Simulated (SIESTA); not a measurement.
# Nb3Ru under changes of volume

One of the cells (17.216 Å³/atom); the others are scaled copies at fixed shape and fractional positions:

```
Ru Nb
1.0
     0.00000    3.25326    3.25326
     3.25326    0.00000    3.25326
     3.25326    3.25326    0.00000
Ru Nb
1 3
Direct
  0.00000 0.00000 0.00000
  0.50000 0.50000 0.50000
  0.75000 0.75000 0.75000
  0.25000 0.25000 0.25000
```

The cell comes from a database or a generator and needn't be the stable form of this composition.

| Item | Value |
| --- | --- |
| Program | SIESTA 5.4.2 |
| Functional | PBEsol |
| Potentials or basis | PseudoDojo 0.4 standard (PBEsol files) |
| Basis | DZP (energy shift 0.003 Ry; two zetas on semicore shells) |
| Grid cutoff | 800 Ry |
| Energy shift | 0.003 Ry |
| k mesh | 7 × 7 × 7 |
| Occupations | fermi-dirac, width 0.05 eV |
| Spin | no spin polarisation |

| volume (Å³/atom) | energy over the lowest point (meV/atom) | pressure (GPa) |
| --- | --- | --- |
| 15.865 | 14.28 | 8.6 |
| 16.203 | 1.92 | 3.3 |
| 16.541 | 0.00 | -1.4 |
| 17.216 | 23.59 | -9.6 |
| 17.553 | 47.43 | -13.0 |
| 17.891 | ? | ? |

**Question.** What does the run at 17.891 Å³/atom give?

**Answer.** Energy over the lowest point 78.21 meV/atom; pressure -16.1 GPa.

Worked out: A Birch-Murnaghan fit of order 3 (a polynomial in V^(-2/3)) to the other rows has its minimum at 16.44 Å³/atom with B0 = V·E''(V) = 225 GPa and B' = 3.7. It gives 78.43 meV/atom at 17.891 Å³/atom, against the run's 78.21, and -dE/dV = -16.3 GPa, against -16.1.

Energies are extrapolated to zero smearing.

Caveats: the basis of atomic orbitals isn't converged, which shifts pressures, moduli and gaps.
